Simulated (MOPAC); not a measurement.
**CH3FOSn (SMILES F[CH]1[O][SnH2]1) at 4 levels**

We compute a comparison of 4 runs (AM1, MNDO, PM6-D3H4, PM7) of CH3FOSn. 

The calculation is run with MOPAC 23.2.5.

4 further runs of the same task are left out: 1 that didn't finish, 3 set aside as unsound or not needed.

**1. The system as given**

The species is CH3FOSn (7 atoms), meant as a singlet with charge 0. As SMILES, `F[CH]1[O][SnH2]1`. Geometry: a rough force-field guess.

Bond lengths: F1–C2 1.389 Å, C2–O3 1.375 Å, C2–Sn4 2.071 Å, O3–Sn4 2.007 Å, C2–H5 1.116 Å, Sn4–H6 1.822 Å, Sn4–H7 1.727 Å. Some angles: F1–C2–O3 111.2°, F1–C2–Sn4 118.5°, O3–C2–Sn4 67.8°, C2–O3–Sn4 72.8°, C2–Sn4–O3 39.4°, F1–C2–H5 117.4°, O3–C2–H5 112.9°, Sn4–C2–H5 118.2°, C2–Sn4–H6 116.8°, C2–Sn4–H7 121.0°.

**2. Energy and gradient at AM1 (run 1)**

calc.mop reads:

```
AM1 DISP GRADIENTS BONDS 1SCF AUX(PRECISION=6) THREADS=1
gradient of CH3FOSn

F 0.329200 1 -0.802600 1 1.901100 1
C 0.747400 1 -0.369100 1 0.649900 1
O 0.227200 1 -1.158700 1 -0.348500 1
Sn -0.599600 1 0.659600 1 -0.540200 1
H 1.835600 1 -0.160800 1 0.516400 1
H -2.369000 1 0.417300 1 -0.177400 1
H -0.109600 1 1.346200 1 -2.047000 1
```

Run with:

```
mopac calc.mop
```

calc.out:

```text
MOPAC v23.2.5
AM1 CALCULATION RESULTS
[...]
           Empirical Formula: C H3 O F Sn  =     7 atoms
      MOLECULAR POINT GROUP   :   C1
[...]
     SCF FIELD WAS ACHIEVED
[...]
                              SUM =        -17.58870 KCAL/MOL = FINAL HEAT OF FORMATION
          TOTAL ENERGY            =      -1037.95145 EV
          ELECTRONIC ENERGY       =      -2425.08000 EV
          CORE-CORE REPULSION     =       1387.12855 EV
          COSMO AREA              =        112.37 SQUARE ANGSTROMS
          COSMO VOLUME            =        102.22 CUBIC ANGSTROMS
          GRADIENT NORM           =        102.47861          =       38.73327 PER ATOM
          IONIZATION POTENTIAL    =          7.875540 EV
          HOMO LUMO ENERGIES (EV) =         -7.876 -1.222
          NO. OF FILLED LEVELS    =         12
          MOLECULAR WEIGHT        =        168.7225         POINT GROUP:  C1
[...]
              NET ATOMIC CHARGES AND DIPOLE CONTRIBUTIONS
  ATOM NO.   TYPE          CHARGE      No. of ELECS.   s-Pop       p-Pop
    1          F          -0.176975        7.1770     1.92177     5.25521
    2          C          -0.039319        4.0393     1.26061     2.77871
    3          O          -0.724663        6.7247     1.87692     4.84775
    4         Sn           1.356735        2.6433     1.41309     1.23018
    5          H           0.073785        0.9262     0.92622
    6          H          -0.225283        1.2253     1.22528
    7          H          -0.264278        1.2643     1.26428
 DIPOLE           X         Y         Z       TOTAL
 POINT-CHG.    -1.766     6.866    -1.073     7.170
 HYBRID         0.433    -1.679    -0.392     1.778
 SUM           -1.333     5.187    -1.465     5.552
[...]
 * JOB ENDED NORMALLY *
[...]
```

Wall time 0.04 s (1 thread of Intel Xeon Platinum 8259CL at 2.50GHz (Skylake/Cascade Lake), shared host).

**3. Energy and forces at MNDO (run 2)**

ch3fosn.mop reads:

```
MNDO 1SCF BONDS DISP GRADIENTS AUX(PRECISION=6) THREADS=1
CH3FOSn

F 0.329200 1 -0.802600 1 1.901100 1
C 0.747400 1 -0.369100 1 0.649900 1
O 0.227200 1 -1.158700 1 -0.348500 1
Sn -0.599600 1 0.659600 1 -0.540200 1
H 1.835600 1 -0.160800 1 0.516400 1
H -2.369000 1 0.417300 1 -0.177400 1
H -0.109600 1 1.346200 1 -2.047000 1
```

Run with:

```
mopac ch3fosn.mop
```

ch3fosn.out:

```text
MOPAC v23.2.5
MNDO CALCULATION RESULTS
[...]
           Empirical Formula: C H3 O F Sn  =     7 atoms
      MOLECULAR POINT GROUP   :   C1
[...]
     SCF FIELD WAS ACHIEVED
[...]
                              SUM =         -1.75427 KCAL/MOL = FINAL HEAT OF FORMATION
          TOTAL ENERGY            =      -1063.89322 EV
          ELECTRONIC ENERGY       =      -2478.71541 EV
          CORE-CORE REPULSION     =       1414.82220 EV
          COSMO AREA              =        112.37 SQUARE ANGSTROMS
          COSMO VOLUME            =        102.22 CUBIC ANGSTROMS
          GRADIENT NORM           =        159.26888          =       60.19798 PER ATOM
          IONIZATION POTENTIAL    =          9.780806 EV
          HOMO LUMO ENERGIES (EV) =         -9.781 -2.194
          NO. OF FILLED LEVELS    =         12
          MOLECULAR WEIGHT        =        168.7225         POINT GROUP:  C1
[...]
              NET ATOMIC CHARGES AND DIPOLE CONTRIBUTIONS
  ATOM NO.   TYPE          CHARGE      No. of ELECS.   s-Pop       p-Pop
    1          F          -0.223163        7.2232     1.90136     5.32180
    2          C           0.362675        3.6373     1.23572     2.40161
    3          O          -0.470026        6.4700     1.87797     4.59206
    4         Sn           0.217588        3.7824     1.60788     2.17453
    5          H           0.079930        0.9201     0.92007
    6          H           0.031984        0.9680     0.96802
    7          H           0.001012        0.9990     0.99899
 DIPOLE           X         Y         Z       TOTAL
 POINT-CHG.     0.150     3.532    -0.522     3.573
 HYBRID         0.085    -1.297    -0.768     1.509
 SUM            0.235     2.235    -1.290     2.591
[...]
 * JOB ENDED NORMALLY *
[...]
```

Run time: 0.04 s. Hardware: 1 thread of Intel Xeon Platinum 8259CL at 2.50GHz (Skylake/Cascade Lake), shared host.

Run 3 isn't shown in full; the table further down has it.

**4. Energy and gradient at PM7 (run 4)**

job.mop reads:

```
PM7 1SCF DISP GRADIENTS BONDS AUX(PRECISION=9) THREADS=1
CH3FOSn, PM7

F 0.329200 1 -0.802600 1 1.901100 1
C 0.747400 1 -0.369100 1 0.649900 1
O 0.227200 1 -1.158700 1 -0.348500 1
Sn -0.599600 1 0.659600 1 -0.540200 1
H 1.835600 1 -0.160800 1 0.516400 1
H -2.369000 1 0.417300 1 -0.177400 1
H -0.109600 1 1.346200 1 -2.047000 1
```

Run with:

```
mopac job.mop
```

job.out:

```text
MOPAC v23.2.5
PM7 CALCULATION RESULTS
[...]
           Empirical Formula: C H3 O F Sn  =     7 atoms
      MOLECULAR POINT GROUP   :   C1
[...]
     SCF FIELD WAS ACHIEVED
[...]
                              SUM =        -14.15937 KCAL/MOL = FINAL HEAT OF FORMATION
          TOTAL ENERGY            =      -1010.85773 EV
          ELECTRONIC ENERGY       =      -2376.15331 EV
          CORE-CORE REPULSION     =       1365.29559 EV
          COSMO AREA              =        112.37 SQUARE ANGSTROMS
          COSMO VOLUME            =        102.22 CUBIC ANGSTROMS
          GRADIENT NORM           =        107.79433          =       40.74243 PER ATOM
          IONIZATION POTENTIAL    =          8.409500 EV
          HOMO LUMO ENERGIES (EV) =         -8.409  0.225
          NO. OF FILLED LEVELS    =         12
          MOLECULAR WEIGHT        =        168.7225         POINT GROUP:  C1
[...]
              NET ATOMIC CHARGES AND DIPOLE CONTRIBUTIONS
  ATOM NO.   TYPE          CHARGE      No. of ELECS.   s-Pop       p-Pop
    1          F          -0.257743        7.2577     1.97252     5.28522
    2          C           0.025707        3.9743     1.14468     2.82961
    3          O          -0.777397        6.7774     1.87077     4.90662
    4         Sn           1.023618        2.9764     0.96347     2.01291
    5          H           0.116537        0.8835     0.88346
    6          H          -0.054456        1.0545     1.05446
    7          H          -0.076265        1.0763     1.07627
 DIPOLE           X         Y         Z       TOTAL
 POINT-CHG.    -2.424     7.825    -2.543     8.578
 HYBRID         0.785    -2.003     0.231     2.164
 SUM           -1.640     5.822    -2.311     6.475
[...]
 * JOB ENDED NORMALLY *
[...]
```

Wall time 0.2 s (1 thread of Intel Xeon Platinum 8259CL at 2.50GHz (Skylake/Cascade Lake), shared host).

**5. Overview of the runs**

```tsv
run	level	heat of formation (kcal/mol)	dipole moment (D)	HOMO energy (eV)	LUMO energy (eV)	wall time
1	AM1	-17.59	5.55	-7.88	-1.22	0.04 s
2	MNDO	-1.75	2.59	-9.78	-2.19	0.04 s
3	PM6-D3H4	-10.15	5.09	-9.06	-0.34	0.04 s
4	PM7	-14.16	6.48	-8.41	0.23	0.2 s
```

**6. Summary of results**

```
                                        quantity           value
                             run 4: total energy    -37.14834 Eh
                            run 4: dipole moment          6.48 D
                              run 4: HOMO energy        -8.41 eV
                              run 4: LUMO energy         0.23 eV
                            run 4: HOMO–LUMO gap         8.63 eV
                        run 4: dispersion energy    -0.56 kJ/mol
run 4: heat of formation at this unrelaxed shape  -14.2 kcal/mol
                 run 4: largest force on an atom      2.866 eV/Å
```

In words: The dipole moment (its size) runs from 2.59 D (MNDO) to 6.48 D (PM7). The HOMO–LUMO gap runs from 6.65 eV (AM1) to 8.72 eV (PM6-D3H4). Force-field and semi-empirical energies have zeros of their own, so their totals don't compare. All runs together took 0.32 s, the longest 0.2 s.
